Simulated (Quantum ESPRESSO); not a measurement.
A run of Quantum ESPRESSO 7.5 is set up as follows.

The input pw.in:

```
&CONTROL
  calculation = 'scf'
  prefix = 'pwscf'
  outdir = './tmp'
  pseudo_dir = './pseudo'
  tprnfor = .true.
  tstress = .true.
  disk_io = 'nowf'
/
&SYSTEM
  ibrav = 0
  nat = 5
  ntyp = 2
  ecutwfc = 55
  ecutrho = 440
  nbnd = 33
  occupations = 'smearing'
  smearing = 'fd'
  degauss = 0.00367493
/
&ELECTRONS
  conv_thr = 1d-09
  electron_maxstep = 120
  mixing_beta = 0.5
/
ATOMIC_SPECIES
Zr    91.2240 Zr_pbe_v1.uspp.F.UPF
S     32.0600 s_pbe_v1.4.uspp.F.UPF
CELL_PARAMETERS angstrom
   2.9025379727    1.6757810799    3.4877732718
  -2.9025379727    1.6757810799    3.4877732718
   0.0000000000   -3.3515621597    3.4877732718
ATOMIC_POSITIONS crystal
Zr     0.8451640000    0.4957590000    0.1468560000
Zr     0.4962570000    0.1619030000    0.8477010000
Zr     0.1402330000    0.8567920000    0.4974680000
S      0.6568480000    0.6643250000    0.6612470000
S      0.3326670000    0.3457420000    0.3378430000
K_POINTS automatic
6 6 6 0 0 0
```

Potentials or basis: SSSP 1.3 efficiency PBE.

The run is started by

```sh
$ OMP_NUM_THREADS=1 pw.x -in pw.in > pw.out
```

(1) Predict the pressure.

(2) What does it give for the largest force?

(3) Estimate the band gap on the k mesh.

Results:

(1) -1.5 GPa.

(2) 0.831 eV/Å.

(3) none (metal or under the smearing width).
